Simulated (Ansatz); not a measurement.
# CaB2 (P6/mmm) in Ansatz: notebook

One crystal, CaB2, is run at these levels: LDA, PBE, PBEsol, RPBE, revPBE; tasks: band structure.

All numbers are computed with Ansatz 0.2.0; they aren't measurements. Logs are shortened: lines on timing, memory, paths and dates and some standing lists are left out, and cuts for length are marked.

## Step 1: The structure

Symmetry: P6/mmm, No. 191, hexagonal system. Conventional cell: a = 3.226 Å, b = 3.226 Å, c = 4.067 Å, α = 90.00°, β = 90.00°, γ = 120.00°. Ca (site symmetry 6/mmm) has 12 B at 2.76 Å as nearest neighbours. B (site symmetry -6m2) has 3 B at 1.86 Å as nearest neighbours.

The cell comes from a database or a generator and needn't be the stable form of this composition.

## Step 2: Band structure, LDA

File input.yaml:

```yaml
crystal:
  lattice:
    - [3.2264302843, 0.0, 0.0]
    - [-1.6132151421, 2.7941705897, 0.0]
    - [0.0, 0.0, 4.067392]
  atoms:
    - { symbol: Ca, position: [0.0, 0.0, 0.0] }
    - { symbol: B, position: [0.6666666667, 0.3333333333, 0.5] }
    - { symbol: B, position: [0.3333333333, 0.6666666667, 0.5] }
hamiltonian:
  xc: lda
  pseudopotentials: { kind: paw }
kpoints:
  mp_grid: { grid: [9, 9, 7] }
  band_path:
    path:
      - [[0.0, 0.0, 0.0], [0.5, 0.0, 0.0], [0.3333333333, 0.3333333333, 0.0], [0.0, 0.0, 0.0], [0.0, 0.0, 0.5], [0.5, 0.0, 0.5], [0.3333333333, 0.3333333333, 0.5], [0.0, 0.0, 0.5]]
      - [[0.5, 0.0, 0.5], [0.5, 0.0, 0.0]]
      - [[0.3333333333, 0.3333333333, 0.0], [0.3333333333, 0.3333333333, 0.5]]
    npoints: 14
scf:
  occupations: { method: fermi_dirac, width: 0.05 }
  n_extra_bands: 7
output:
  forces: true
  stress: true
  eigenvalues: true
  fatbands: true
```

Potentials or basis: Ansatz PAW.

Command:

```
> ansatz run input.yaml --threads 2 --pin off --max-ram 5632MiB --backend cpu --events-out ev --progress --plain --runs-dir out
```

Output:

```text
Warning: RAYON_NUM_THREADS=2 ignored (pool sized by the plan → 2); use --threads N
scf.n_extra_bands = 7 over 8 filled bands (N_el = 16.0): the run solves 15 bands
Engine: ansatz 0.2.0, aarch64-unknown-linux-gnu
Pseudopotentials: kind: paw
Pseudopotential: Ca, paw, valence charge 10, recommended cutoff 420 eV (normal), Ca.paw.azcp
Pseudopotential: B, paw, valence charge 3, recommended cutoff 420 eV (normal), B.paw.azcp
Functional definition: SPW92
  exchange = slater_x
  correlation = pw_c
Crystal: 3 atoms, lattice volume = 36.668 Å³
Basis set: ecut = 420 eV, 745 PW (Γ)
Bands: 15, of which v1, the nominal top of the filled ones, is band 8 counted from 1 (7 counted from 0)
Symmetry: 24 space group operations
Space group: P6/mmm (ITA 191), of the structure as read, at distance tolerance 3.3e-5 Å
k-points: 48 of 567
Non-local potential: Ca, projectors of the file, l = 0: 3, l = 1: 2, l = 2: 2
Non-local potential: B, projectors of the file, l = 0: 2, l = 1: 2, l = 2: 1
PAW form: soft (Blöchl's): semilocal exchange-correlation on the pseudo side does not see the compensation charge
PAW frozen core: Ca, regenerated for the run's functional, and the local potential with it (the file was generated under x = pbe(κ = 0.804, μ = 0.2195149727645171), c = pbe(β = 0.06672455060314922))
PAW frozen core: B, regenerated for the run's functional, and the local potential with it (the file was generated under x = pbe(κ = 0.804, μ = 0.2195149727645171), c = pbe(β = 0.06672455060314922))
PAW one-centre angular grid: Ca, 110 points (default); XC on 64 Gauss nodes
PAW one-centre angular grid: B, 110 points (default); XC on 64 Gauss nodes
Initial density: superposition of atomic densities (neutral atoms: chi_scale 0, normalization atom), corrected by the library's trained network
Initial wavefunctions: pseudopotential atomic-orbital guess
Functional: x = slater, c = lda
SCF iter   1: F=—  HF=-2072.753298 eV  |F-HF|=—  |Δ(HF+E_count)|=         —  Δρ=5.07e-3  dr2=8.82e-3  ethr=1.77e-3  ⟨swp⟩=6.2  Hψ=4664  notcnv=0  defer=10
preconditioner: auto → none  [metal: Δε(μ)=0.081 eV  Ē_g=16.628 eV  σ=0.050 eV  W_gap=0.38  n_scr=8 (ndim 8)  ℏωp=22.9 eV  f_vac=0.000  D(μ)=1.05/eV (n_scr^D=8)  sad-step TF]
SCF iter   2: F=—  HF=-2072.751665 eV  |F-HF|=—  |Δ(HF+E_count)|=   1.63e-3  Δρ=2.59e-3  dr2=1.45e-3  ethr=5.51e-5  ⟨swp⟩=2.0  Hψ=1300  notcnv=0  defer=55
SCF iter   3: F=—  HF=-2072.751586 eV  |F-HF|=—  |Δ(HF+E_count)|=   7.88e-5  Δρ=9.19e-4  dr2=6.02e-4  ethr=9.08e-6  ⟨swp⟩=2.0  Hψ=983  notcnv=0  defer=55
SCF iter   4: F=—  HF=-2072.751430 eV  |F-HF|=—  |Δ(HF+E_count)|=   1.56e-4  Δρ=1.58e-4  dr2=2.03e-5  ethr=3.76e-6  ⟨swp⟩=2.0  Hψ=750  notcnv=0  defer=55
SCF iter   5: F=—  HF=-2072.751426 eV  |F-HF|=—  |Δ(HF+E_count)|=   3.95e-6  Δρ=7.32e-5  dr2=5.09e-6  ethr=1.27e-7  ⟨swp⟩=2.2  Hψ=831  notcnv=0  defer=55
SCF iter   6: F=—  HF=-2072.751425 eV  |F-HF|=—  |Δ(HF+E_count)|=   1.19e-6  Δρ=2.68e-5  dr2=7.12e-7  ethr=3.18e-8  ⟨swp⟩=1.2  Hψ=667  notcnv=0  defer=55
SCF iter   7: F=-2072.751425 eV  HF=-2072.751425 eV  |F-HF|=2.68e-8  |Δ(HF+E_count)|=   1.97e-7  Δρ=5.48e-6  dr2=3.06e-8  ethr=6.25e-10  ⟨swp⟩=7.0  Hψ=3611  notcnv=0
SCF 1 converged in 7 iterations: F = -2072.751425 eV  dr2 = 3.06e-8
NSCF: frozen V_eff on 129 k-points
SCF converged after 7 iterations
Free energy (F): -2072.751425 eV
Harris-Foulkes:  -2072.751425 eV  (|F-HF|=2.68e-8)
Internal energy: -2072.742945 eV  (E = F + TS)
E sigma→0 (E₀):  -2072.747185 eV
Entropy (-TS):   -0.008480 eV (-2.827 meV/atom)
Fermi energy:    9.009921 eV
--- Per-component energies (eV) ---
  E_band       = -87.899521
  E_kinetic    = 373.323217
  E_local      = -663.217408  (includes V_loc(G=0)·N_el)
  E_nonlocal   = 91.397357
  E_hartree    = 214.459245
  E_xc         = -199.195858
  E_vxc        = -246.201727  (∫ρ·V_xc dr)
  E_paw        = -961.293527  (= ΣΔE_a)
  E_vpaw       = -72.117443  (= ΣTr[D̂ρ^β])
  E_aug_tail   = -0.000011  (compensation charges beyond the density's cutoff)
  E_ewald      = -928.590795
  E_core_change = 0.374834  (= ΣΔE_core)
  E_smearing   = -0.008480  (= −TS)
  E_closure    = 0.000000  (closes the sum)
  Σ components = -2072.751425   (vs F -2072.751425, Δ=0.00e0)
--- Forces (eV/Å), atoms counted from 1 ---
  atom   1  Ca     0.00000000     0.00000000     0.00000000
  atom   2  B      0.00000000     0.00000000     0.00000000
  atom   3  B      0.00000000    -0.00000000    -0.00000000
  max |Σ_I F_I| component: 7.40e-17 eV/Å
--- Stress (GPa, compression-positive) ---
       -7.166754      -0.000000       0.000000
       -0.000000      -7.166754       0.000000
        0.000000       0.000000      -6.584272
  P = ⅓ Tr σ = -6.9726 GPa (-69.726 kbar)
--- Band table (eV; the first three rows and the last of 48) ---
  k-point 0: bands = ["-30.2672", "-11.5279", "-11.2843", "-11.2843", "-1.2120", "7.3066", "9.3630", "9.3978", "9.3978", "14.3728", "14.3728", "15.2343", "15.2343", "16.0582", "16.0582"]
  k-point 1: bands = ["-30.2662", "-11.5573", "-11.2832", "-11.2832", "-1.0455", "6.5029", "9.4861", "9.4861", "10.1796", "14.1330", "14.1330", "14.4656", "14.4656", "16.0992", "17.0588"]
  k-point 2: bands = ["-30.2641", "-11.6222", "-11.2807", "-11.2807", "-0.6274", "5.3158", "9.7120", "9.7120", "11.3954", "13.5936", "13.5936", "13.7118", "13.7118", "16.2017", "17.3623"]
  k-point 47: bands = ["-30.1302", "-11.8138", "-11.8138", "-11.4281", "3.0055", "3.0055", "5.6091", "8.7181", "8.7181", "14.8693", "15.3662", "15.3662", "16.4407", "16.4407", "17.4078"]
```

Run time: 1.9 s. Hardware: 2 threads of Arm Neoverse V2, shared host; peak memory 0.28 GiB.

What came out:

```yaml
Free_energy: -2072.7514 eV
Pressure: -7.0 GPa
Band_gap_on_the_k_mesh: none (metal or under the smearing width)
```

Levels at the corners of the path, in eV from the Fermi level:
```csv
point,band 6,band 7,band 8,band 9,band 10,band 11
Γ,-1.70,0.35,0.39,0.39,5.36,5.36
M,-6.24,-1.35,-1.12,0.97,3.19,5.27
K,-5.70,-4.20,0.05,0.05,3.81,3.81
Γ,-1.70,0.35,0.39,0.39,5.36,5.36
A,-4.62,0.96,0.96,3.33,4.06,4.06
L,-5.34,-1.65,-0.86,-0.62,5.21,5.67
H,-6.02,-3.35,-0.30,-0.30,5.79,6.71
A,-4.62,0.96,0.96,3.33,4.06,4.06
L,-5.34,-1.65,-0.86,-0.62,5.21,5.67
M,-6.24,-1.35,-1.12,0.97,3.19,5.27
K,-5.70,-4.20,0.05,0.05,3.81,3.81
H,-6.02,-3.35,-0.30,-0.30,5.79,6.71
```

Caveat: the PAW data sets come from PBE, with cores solved anew for the run's functional, which leaves a small shift of forces and pressure.

## Step 3: Band structure, PBE

input.yaml, as its differences from that of step 2:

```diff
@@ -10,3 +10,3 @@
 hamiltonian:
-  xc: lda
+  xc: pbe
   pseudopotentials: { kind: paw }
@@ -27,2 +27,6 @@
   eigenvalues: true
-  fatbands: true
+  fatbands: false
+  write_density: true
+  write_potential: true
+  elf: true
+  volumetric_format: npy
```

Potentials or basis: Ansatz PAW.

Command:

```
> ansatz run input.yaml --threads 2 --pin off --max-ram 5632MiB --backend cpu --events-out ev --progress --plain --runs-dir out
```

Output:

```text
Warning: RAYON_NUM_THREADS=2 ignored (pool sized by the plan → 2); use --threads N
scf.n_extra_bands = 7 over 8 filled bands (N_el = 16.0): the run solves 15 bands
[... 4 set-up lines as earlier in the session ...]
Functional definition: PBE
  parameter kappa = 0.804
  parameter beta = 0.06672455060314922
  exchange = pbe_x(kappa = kappa, mu = beta*pi^2/3)
  correlation = pbe_c(beta = beta)
Crystal: 3 atoms, lattice volume = 36.668 Å³
Basis set: ecut = 420 eV, 745 PW (Γ), exchange–correlation on 48×48×60 points (8 copies of the dense FFT grid, shifted against one another)
Bands: 15, of which v1, the nominal top of the filled ones, is band 8 counted from 1 (7 counted from 0)
[... 1 set-up line as earlier in the session ...]
[... 31 lines left out ...]
  E_nonlocal   = 87.096900
  E_hartree    = 215.037547
  E_xc         = -201.583077
  E_vxc        = -247.697365  (∫ρ·V_xc dr)
  E_paw        = -1015.560488  (= ΣΔE_a)
  E_vpaw       = -69.914917  (= ΣTr[D̂ρ^β])
  E_aug_tail   = -0.000011  (compensation charges beyond the density's cutoff)
  E_ewald      = -928.590795
  E_smearing   = -0.007865  (= −TS)
  E_closure    = -0.000000  (closes the sum)
  Σ components = -2129.117665   (vs F -2129.117665, Δ=0.00e0)
--- Forces (eV/Å), atoms counted from 1 ---
  atom   1  Ca     0.00000000     0.00000000     0.00000000
  atom   2  B      0.00000000     0.00000000     0.00000000
  atom   3  B     -0.00000000    -0.00000000    -0.00000000
  max |Σ_I F_I| component: 1.11e-16 eV/Å
--- Stress (GPa, compression-positive) ---
       -0.624330      -0.000000       0.000000
       -0.000000      -0.624330       0.000000
        0.000000       0.000000       0.094166
  P = ⅓ Tr σ = -0.3848 GPa (-3.848 kbar)
--- Band table (eV; the first three rows and the last of 48) ---
  k-point 0: bands = ["-30.4126", "-11.4142", "-11.2052", "-11.2052", "-1.0868", "7.5234", "9.6767", "9.6767", "9.7415", "14.7314", "14.7314", "15.5786", "15.5786", "16.1962", "16.3466"]
  k-point 1: bands = ["-30.4117", "-11.4426", "-11.2042", "-11.2042", "-0.9247", "6.7418", "9.7638", "9.7638", "10.5457", "14.4906", "14.4906", "14.7923", "14.7923", "16.2505", "17.3646"]
  k-point 2: bands = ["-30.4097", "-11.5053", "-11.2018", "-11.2018", "-0.5194", "5.5676", "9.9855", "9.9855", "11.7747", "13.9511", "13.9511", "14.0361", "14.0361", "16.4040", "17.5914"]
  k-point 47: bands = ["-30.2829", "-11.7150", "-11.7150", "-11.3164", "3.1502", "3.1502", "5.8611", "8.9810", "8.9810", "15.2582", "15.6918", "15.6918", "16.7590", "16.7590", "17.7810"]
```

Run time: 1.5 s. Hardware: 2 threads of Arm Neoverse V2, shared host; peak memory 0.31 GiB.

Results:

```
Free energy            : -2129.1177 eV
Pressure               : -0.4 GPa
Band gap on the k mesh : none (metal or under the smearing width)
```

Levels at the corners of the path, in eV from the Fermi level:
| point | band 4 | band 5 | band 6 | band 7 | band 8 | band 9 | band 10 | band 11 | band 12 | band 13 |
| --- | --- | --- | --- | --- | --- | --- | --- | --- | --- | --- |
| Γ | -20.50 | -10.38 | -1.77 | 0.38 | 0.38 | 0.45 | 5.44 | 5.44 | 6.29 | 6.29 |
| M | -20.55 | -6.83 | -6.32 | -1.37 | -1.15 | 1.04 | 3.16 | 5.33 | 6.31 | 6.61 |
| K | -20.53 | -5.86 | -5.86 | -4.21 | 0.05 | 0.05 | 3.87 | 3.87 | 6.46 | 8.91 |
| Γ | -20.50 | -10.38 | -1.77 | 0.38 | 0.38 | 0.45 | 5.44 | 5.44 | 6.29 | 6.29 |
| A | -20.49 | -9.36 | -4.64 | 0.94 | 0.94 | 3.45 | 4.14 | 4.14 | 4.30 | 4.30 |
| L | -20.64 | -7.32 | -5.46 | -1.66 | -0.83 | -0.68 | 5.31 | 5.60 | 6.38 | 7.35 |
| H | -20.61 | -6.16 | -6.16 | -3.39 | -0.32 | -0.32 | 5.90 | 6.75 | 6.75 | 7.20 |
| A | -20.49 | -9.36 | -4.64 | 0.94 | 0.94 | 3.45 | 4.14 | 4.14 | 4.30 | 4.30 |
| L | -20.64 | -7.32 | -5.46 | -1.66 | -0.83 | -0.68 | 5.31 | 5.60 | 6.38 | 7.35 |
| M | -20.55 | -6.83 | -6.32 | -1.37 | -1.15 | 1.04 | 3.16 | 5.33 | 6.31 | 6.61 |
| K | -20.53 | -5.86 | -5.86 | -4.21 | 0.05 | 0.05 | 3.87 | 3.87 | 6.46 | 8.91 |
| H | -20.61 | -6.16 | -6.16 | -3.39 | -0.32 | -0.32 | 5.90 | 6.75 | 6.75 | 7.20 |

## Step 4: Band structure, PBEsol

input.yaml, as its differences from that of step 3:

```diff
@@ -10,3 +10,3 @@
 hamiltonian:
-  xc: pbe
+  xc: pbesol
   pseudopotentials: { kind: paw }
@@ -28,5 +28 @@
   fatbands: false
-  write_density: true
-  write_potential: true
-  elf: true
-  volumetric_format: npy
```

Command:

```
> ansatz run input.yaml --threads 2 --pin off --max-ram 5632MiB --backend cpu --events-out ev --progress --plain --runs-dir out
```

It took 1.6 s on 2 threads of Arm Neoverse V2, shared host; peak memory 0.29 GiB.

The run converged. Its results:

```yaml
Free_energy: -2099.5827 eV
Pressure: -3.3 GPa
Band_gap_on_the_k_mesh: none (metal or under the smearing width)
```

Stress tensor (GPa, compression positive):
```
-3.31  0.00  0.00
 0.00 -3.31  0.00
 0.00  0.00 -3.18
```

Levels at the corners of the path, in eV from the Fermi level:
```tsv
point	band 5	band 6	band 7	band 8	band 9	band 10	band 11	band 12
Γ	-10.35	-1.74	0.38	0.41	0.41	5.47	5.47	6.31
M	-6.77	-6.31	-1.36	-1.13	1.00	3.18	5.34	6.32
K	-5.80	-5.80	-4.24	0.05	0.05	3.86	3.86	6.47
Γ	-10.35	-1.74	0.38	0.41	0.41	5.47	5.47	6.31
A	-9.30	-4.66	0.98	0.98	3.42	4.15	4.15	4.29
L	-7.28	-5.43	-1.65	-0.85	-0.66	5.29	5.59	6.42
H	-6.11	-6.11	-3.39	-0.32	-0.32	5.87	6.79	6.79
A	-9.30	-4.66	0.98	0.98	3.42	4.15	4.15	4.29
L	-7.28	-5.43	-1.65	-0.85	-0.66	5.29	5.59	6.42
M	-6.77	-6.31	-1.36	-1.13	1.00	3.18	5.34	6.32
K	-5.80	-5.80	-4.24	0.05	0.05	3.86	3.86	6.47
H	-6.11	-6.11	-3.39	-0.32	-0.32	5.87	6.79	6.79
```

Caveat: the PAW data sets come from PBE, with cores solved anew for the run's functional, which leaves a small shift of forces and pressure.

## Step 5: Band structure, RPBE

input.yaml, as its differences from that of step 4:

```diff
@@ -10,3 +10,3 @@
 hamiltonian:
-  xc: pbesol
+  xc: rpbe
   pseudopotentials: { kind: paw }
@@ -28 +28,5 @@
   fatbands: false
+  write_density: true
+  write_potential: true
+  elf: true
+  volumetric_format: npy
```

Command:

```
> ansatz run input.yaml --threads 2 --pin off --max-ram 5632MiB --backend cpu --events-out ev --progress --plain --runs-dir out
```

Wall time 1.8 s (2 threads of Arm Neoverse V2, shared host); peak memory 0.31 GiB.

It converged, with:

- Free energy: -2135.5458 eV
- Pressure: 2.7 GPa
- Band gap on the k mesh: none (metal or under the smearing width)

Stress tensor (GPa, compression positive):
```
2.44 0.00 0.00
0.00 2.44 0.00
0.00 0.00 3.13
```

Levels at the corners of the path, in eV from the Fermi level:
| point | band 4 | band 5 | band 6 | band 7 | band 8 | band 9 | band 10 | band 11 | band 12 | band 13 |
| --- | --- | --- | --- | --- | --- | --- | --- | --- | --- | --- |
| Γ | -20.58 | -10.45 | -1.80 | 0.38 | 0.38 | 0.51 | 5.47 | 5.47 | 6.29 | 6.29 |
| M | -20.62 | -6.90 | -6.36 | -1.38 | -1.16 | 1.07 | 3.14 | 5.33 | 6.32 | 6.64 |
| K | -20.60 | -5.92 | -5.92 | -4.22 | 0.03 | 0.03 | 3.90 | 3.90 | 6.50 | 8.92 |
| Γ | -20.58 | -10.45 | -1.80 | 0.38 | 0.38 | 0.51 | 5.47 | 5.47 | 6.29 | 6.29 |
| A | -20.58 | -9.44 | -4.64 | 0.94 | 0.94 | 3.50 | 4.17 | 4.17 | 4.30 | 4.30 |
| L | -20.71 | -7.39 | -5.51 | -1.68 | -0.81 | -0.70 | 5.35 | 5.57 | 6.39 | 7.36 |
| H | -20.68 | -6.22 | -6.22 | -3.41 | -0.33 | -0.33 | 5.94 | 6.75 | 6.75 | 7.21 |
| A | -20.58 | -9.44 | -4.64 | 0.94 | 0.94 | 3.50 | 4.17 | 4.17 | 4.30 | 4.30 |
| L | -20.71 | -7.39 | -5.51 | -1.68 | -0.81 | -0.70 | 5.35 | 5.57 | 6.39 | 7.36 |
| M | -20.62 | -6.90 | -6.36 | -1.38 | -1.16 | 1.07 | 3.14 | 5.33 | 6.32 | 6.64 |
| K | -20.60 | -5.92 | -5.92 | -4.22 | 0.03 | 0.03 | 3.90 | 3.90 | 6.50 | 8.92 |
| H | -20.68 | -6.22 | -6.22 | -3.41 | -0.33 | -0.33 | 5.94 | 6.75 | 6.75 | 7.21 |

Caveat: the PAW data sets come from PBE, with cores solved anew for the run's functional, which leaves a small shift of forces and pressure.

(Part 1 of 2 ends here.)
